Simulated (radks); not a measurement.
**Valence configurations of K**

NIST gives [Ar] 4s1 as the ground configuration of K. Does this level of theory agree? Several fillings of the valence shells are run.

Program: radks (a radial shooting solver on a logarithmic mesh, Libxc functionals) version 1. Level of theory: Dirac Kohn-Sham, BLYP, spin-unpolarised, spherical densities, finite nucleus; open shells fill j = l - 1/2 first. These are calculated values, not measurements, unless marked.

## (1) Starting point

- element: potassium (Z = 19)
- charge: 0
- electrons: 19
- configuration: [Ar] 4s1
- nuclear rms radius: 3.4349 fm
- others tried: 4p1; 3d1; 3d0.5 4p0.5; 4s0.5 4p0.5; 3d0.5 4s0.5

## (2) [Ar] 4s1

Settings of this run:

```text
Z 19
configuration [Ar] 4s1
relativity Dirac
functional b88,lyp
spin unpolarised
j_filling energy
nucleus finite rms 3.4349 fm
c 137.035999084
```

## (3) [Ar] 4p1

Changes since step 2:

```diff
@@ -1,3 +1,3 @@
 Z 19
-configuration [Ar] 4s1
+configuration [Ar] 4p1
 relativity Dirac
```

## (4) [Ar] 3d1

Changes since step 3:

```diff
@@ -1,3 +1,3 @@
 Z 19
-configuration [Ar] 4p1
+configuration [Ar] 3d1
 relativity Dirac
```

## (5) [Ar] 3d0.5 4p0.5

Changes since step 4:

```diff
@@ -1,3 +1,3 @@
 Z 19
-configuration [Ar] 3d1
+configuration [Ar] 3d0.5 4p0.5
 relativity Dirac
```

## (6) [Ar] 4s0.5 4p0.5

Changes since step 5:

```diff
@@ -1,3 +1,3 @@
 Z 19
-configuration [Ar] 3d0.5 4p0.5
+configuration [Ar] 4s0.5 4p0.5
 relativity Dirac
```

## (7) [Ar] 3d0.5 4s0.5

Changes since step 6:

```diff
@@ -1,3 +1,3 @@
 Z 19
-configuration [Ar] 4s0.5 4p0.5
+configuration [Ar] 3d0.5 4s0.5
 relativity Dirac
```

Q: Predict the outcome of this session. Wanted: for each run, valence; E − E(NIST configuration); highest level; its energy; 1s shift.

As calculated:

| valence | E − E(NIST configuration) (eV) | highest level | its energy (eV) | 1s shift (eV) |
| --- | --- | --- | --- | --- |
| 4s1 | 0.000 | 4s1/2 | -2.245 | +0.00 |
| 4s0.5 4p0.5 | 0.797 | 4p1/2 | -0.990 | -0.78 |
| 3d0.5 4s0.5 | 1.234 | 3d3/2 | -0.312 | -1.10 |
| 4p1 | 1.641 | 4p1/2 | -1.239 | -1.49 |
| 3d0.5 4p0.5 | 2.091 | 3d3/2 | -0.404 | -1.47 |
| 3d1 | 2.537 | 3d3/2 | -0.483 | -1.53 |

Theory agrees with NIST among these: the next, 4s0.5 4p0.5, lies 0.797 eV higher. The energies are those of spherical spin-averaged densities, not of single terms. The 1s eigenvalue shifts by up to 1.53 eV as the valence charge is rearranged.
